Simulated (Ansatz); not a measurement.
The system is IrPd3.

```xyz
4
Lattice="-1.9695 1.9695 3.8929 1.9695 -1.9695 3.8929 1.9695 1.9695 -3.8929" Properties=species:S:1:pos:R:3 pbc="T T T"
Ir    0.0000    0.0000    0.0000
Pd    0.0000    0.0000    3.8929
Pd    1.9695    0.0000    1.9464
Pd    0.0000    1.9695    1.9464
```

The cell comes from a database or a generator and needn't be the stable form of this composition.

Base run:

| Quantity | Value |
| --- | --- |
| Program | Ansatz 0.2.0 |
| Functional | PBEsol |
| Potentials or basis | all-electron LAPW, scalar-relativistic |
| Cutoff | 247 eV |
| Density cutoff | 987 eV |
| Basis error allowed | 0.002 eV/atom |
| k mesh | 10 × 10 × 10 |
| Occupations | fermi-dirac, width 0.05 eV |
| Spin | no spin polarisation |

Its results: pressure -11.2 GPa.

Question: The run is repeated on the same cell with these changes: functional from PBEsol to LDA. What comes out?

Answer: Pressure -16.6 GPa.

LDA binds more tightly than PBEsol, so the same cell stands under less pressure.

Not every run made on this cell is shown here.
